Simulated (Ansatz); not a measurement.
# AlBCl2H3N: the cost of one run

All numbers are computed with the Python package of Ansatz 0.2.0. The levels of theory stand in the script.

### Step 1. The structure

Bond lengths: N1–B2 1.520 Å, B2–Al3 2.099 Å, Al3–Cl4 2.195 Å, Al3–Cl5 2.181 Å, N1–H6 1.079 Å, N1–H7 1.089 Å, B2–H8 1.195 Å. Angles: N1–B2–Al3 123.1°, N1–B2–H8 116.6°, Al3–B2–H8 120.3°, B2–N1–H6 105.6°, B2–N1–H7 105.6°, H6–N1–H7 102.3°, B2–Al3–Cl4 117.9°, B2–Al3–Cl5 119.7°, Cl4–Al3–Cl5 122.4°.

The script holds or builds the structure itself.

### Step 2. The code

File run_disp.py:

```python
import ansatz

GEOMETRY = """
N     0.81190   -0.02660    1.56850
B     0.67310   -0.58910    0.16280
Al   -0.75700    0.09910   -1.21110
Cl   -0.75860   -0.78460   -3.22000
Cl   -2.10870    1.71450   -0.64440
H    -0.17530   -0.07900    1.99970
H     0.95350    1.04560    1.44250
H     1.45320   -1.43710   -0.15400
"""

system = ansatz.Crystal.molecule()
for line in GEOMETRY.strip().splitlines():
    symbol, *xyz = line.split()
    system = system.atom(symbol, [float(v) for v in xyz])

base = system.calculation().basis(gaussian="def2-SVP")
for name in ["b3lyp", "r2scan"]:
    for correction in ("d3bj", "d4"):
        report = base.functional(name, dispersion=correction).run(threads=1).report
        print(f"{name:8s} {correction:5s} total {report['free_energy_ev']:.5f} eV, of which dispersion {1000 * report['dispersion']['energy']['ev']:.2f} meV")
```

### Step 3. Launch

The run is started by

```bash
python run_disp.py
```

Q: Estimate wall time and peak memory on 1 thread of Arm Neoverse V1, shared host.

About 20 s, with a peak of 0.25 GiB.
